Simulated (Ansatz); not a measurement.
**Si2W3: a strain scan**

Aim: for Si2W3, see how energy and stress answer to the strain pattern (1, 1, 0, 0, 0, 0).

Computed with Ansatz 0.2.0 (DFT PBEsol, scalar-relativistic, plane waves, PAW, unless a step's input says otherwise).

1 further run of the same task is left out (set aside as unsound or not needed). Runs told in other sessions of the task aren't counted.

## Step 1: Starting point

Symmetry: P4/mbm, No. 127, tetragonal system. Conventional cell: a = 6.582 Å, b = 6.582 Å, c = 3.275 Å, α = 90.00°, β = 90.00°, γ = 90.00°. Around Si (site symmetry m2m) lie 1 Si at 2.50 Å and 8 W at 2.52 to 2.57 Å. Around W (site symmetry 4/m) lie 4 Si at 2.57 Å. W (site symmetry m2m) is surrounded by 6 Si at 2.52 to 2.54 Å.

Coordinates:

```xyz
10
Lattice="6.5824 0.0000 0.0000 0.0000 6.5824 0.0000 0.0000 0.0000 3.2749" Properties=species:S:1:pos:R:3 pbc="T T T"
Si    0.8826    4.1738    0.0000
Si    5.6999    2.4087    0.0000
Si    4.1738    5.6999    0.0000
Si    2.4087    0.8826    0.0000
W     3.2912    3.2912    0.0000
W     0.0000    0.0000    0.0000
W     4.3435    1.0523    1.6375
W     2.2390    5.5302    1.6375
W     1.0523    2.2390    1.6375
W     5.5302    4.3435    1.6375
```

It goes back to an entry of the Materials Project, which need not be the stable form.

It is the result of an earlier relaxation at this level (volume 14.19 Å³/atom; gap on the mesh: none (metal)).

## Step 2: The reference cell

The reference gives a free energy of -64025.8384 eV, pressure -0.02 GPa, largest force 0.030 eV/Å and gap on the mesh none (metal). It was computed beforehand with the settings of the runs below.

## Step 3: Next: a strain scan

The cell is strained by ε times the Voigt pattern (1, 1, 0, 0, 0, 0) (xx, yy, zz, yz, xz, xy; engineering shear), with fractional coordinates fixed (clamped ions). The stress on the pattern is the sum of the stress components weighted by it, tension positive.

## Step 4: ε = -0.0200

File input.yaml:

```yaml
crystal:
  lattice:
    - [6.4507888546, 0.0, 0.0]
    - [0.0, 6.4507888546, 0.0]
    - [0.0, 0.0, 3.2749106405]
  atoms:
    - { symbol: Si, position: [0.1340783106, 0.6340783106, 0.0] }
    - { symbol: Si, position: [0.8659216894, 0.3659216894, 0.0] }
    - { symbol: Si, position: [0.6340783106, 0.8659216894, 0.0] }
    - { symbol: Si, position: [0.3659216894, 0.1340783106, 0.0] }
    - { symbol: W, position: [0.5, 0.5, 0.0] }
    - { symbol: W, position: [0.0, 0.0, 0.0] }
    - { symbol: W, position: [0.6598576525, 0.1598576525, 0.5] }
    - { symbol: W, position: [0.3401423475, 0.8401423475, 0.5] }
    - { symbol: W, position: [0.1598576525, 0.3401423475, 0.5] }
    - { symbol: W, position: [0.8401423475, 0.6598576525, 0.5] }
basis:
  ecutwfc: 420
kpoints:
  mp_grid: { grid: [6, 6, 12] }
hamiltonian:
  xc: pbesol
scf:
  occupations: { method: gaussian, width: 0.15 }
output:
  forces: true
  stress: true
  eigenvalues: true
```

The run is started by

```bash
ansatz run input.yaml --threads 2 --pin off --max-ram 5120MiB --backend cpu --events-out ev --progress --plain --runs-dir out
```

## Step 5: ε = 0.0150

Edit input.yaml of step 4 so:

```diff
@@ -2,4 +2,4 @@
   lattice:
-    - [6.4507888546, 0.0, 0.0]
-    - [0.0, 6.4507888546, 0.0]
+    - [6.6811741708, 0.0, 0.0]
+    - [0.0, 6.6811741708, 0.0]
     - [0.0, 0.0, 3.2749106405]
```

## Step 6: Point ε = -0.0100

Edit input.yaml of step 5 so:

```diff
@@ -2,4 +2,4 @@
   lattice:
-    - [6.6811741708, 0.0, 0.0]
-    - [0.0, 6.6811741708, 0.0]
+    - [6.5166132306, 0.0, 0.0]
+    - [0.0, 6.5166132306, 0.0]
     - [0.0, 0.0, 3.2749106405]
```

## Step 7: ε = 0.0050

Edit input.yaml of step 6 so:

```diff
@@ -2,4 +2,4 @@
   lattice:
-    - [6.5166132306, 0.0, 0.0]
-    - [0.0, 6.5166132306, 0.0]
+    - [6.6153497947, 0.0, 0.0]
+    - [0.0, 6.6153497947, 0.0]
     - [0.0, 0.0, 3.2749106405]
```

## Step 8: Point ε = 0.0200

Edit input.yaml of step 7 so:

```diff
@@ -2,4 +2,4 @@
   lattice:
-    - [6.6153497947, 0.0, 0.0]
-    - [0.0, 6.6153497947, 0.0]
+    - [6.7140863588, 0.0, 0.0]
+    - [0.0, 6.7140863588, 0.0]
     - [0.0, 0.0, 3.2749106405]
```

## Step 9: Point ε = -0.0150

Edit input.yaml of step 8 so:

```diff
@@ -2,4 +2,4 @@
   lattice:
-    - [6.7140863588, 0.0, 0.0]
-    - [0.0, 6.7140863588, 0.0]
+    - [6.4837010426, 0.0, 0.0]
+    - [0.0, 6.4837010426, 0.0]
     - [0.0, 0.0, 3.2749106405]
```

## Step 10: ε = 0.0100

Edit input.yaml of step 9 so:

```diff
@@ -2,4 +2,4 @@
   lattice:
-    - [6.4837010426, 0.0, 0.0]
-    - [0.0, 6.4837010426, 0.0]
+    - [6.6482619828, 0.0, 0.0]
+    - [0.0, 6.6482619828, 0.0]
     - [0.0, 0.0, 3.2749106405]
```

## Step 11: At ε = -0.0050

Edit input.yaml of step 10 so:

```diff
@@ -2,4 +2,4 @@
   lattice:
-    - [6.6482619828, 0.0, 0.0]
-    - [0.0, 6.6482619828, 0.0]
+    - [6.5495254187, 0.0, 0.0]
+    - [0.0, 6.5495254187, 0.0]
     - [0.0, 0.0, 3.2749106405]
```

## Step 12: At ε = 0.0175

Edit input.yaml of step 11 so:

```diff
@@ -2,4 +2,4 @@
   lattice:
-    - [6.5495254187, 0.0, 0.0]
-    - [0.0, 6.5495254187, 0.0]
+    - [6.6976302648, 0.0, 0.0]
+    - [0.0, 6.6976302648, 0.0]
     - [0.0, 0.0, 3.2749106405]
```

(Steps that only read results are left out.)

Before running it: what results should come out? Wanted: slope of the stress at ε = 0, over ±0.0050.

The runs gave:

| quantity | value |
| --- | --- |
| slope of the stress at ε = 0, over ±0.0050 | 1207 GPa |

In words: The slope of the stress at zero strain, 1207 GPa, estimates C11 + C22 + 2 C12 with clamped ions in this Cartesian frame; letting the atoms relax could not make it stiffer. The undisturbed cell stays the lowest of the sampled points. The runs treat W without spin-orbit coupling.
